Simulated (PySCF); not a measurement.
The system is F2Zn, in a box.

```
CELL_PARAMETERS angstrom
12.00000 0.00000 0.00000
0.00000 11.00000 0.00000
0.00000 0.00000 11.00000
ATOMIC_POSITIONS crystal
F 0.38431 0.56960 0.44009
Zn 0.50108 0.50188 0.50308
F 0.61786 0.43422 0.56610
```

Base run:

| Property | Result |
| --- | --- |
| Program | PySCF 2.14.0 |
| Functional | AM05 |
| Dispersion | D4 |
| Potentials or basis | 6-31g* (all-electron) |
| k mesh | 1 × 1 × 1 |
| Occupations | fixed |
| Spin | no spin polarisation |

Its results: gap between the frontier levels 5.32 eV.

**Question.** After a change of settings the same cell gave: gap between the frontier levels 5.24 eV. Which change was it?
A. functional from AM05 to PBE; dispersion from D4 to none
B. functional from AM05 to SCAN
C. functional from AM05 to r2SCANh; dispersion from D4 to D3(BJ)

**Answer.** A.

Caveats: this is a molecule in a periodic box at the Γ point, so its band gap is the HOMO-LUMO gap; the basis of atomic orbitals isn't converged, which shifts pressures, moduli and gaps; the D4 parameters stored for this functional may belong to another (some runs).

Not every run made on this cell is shown here.
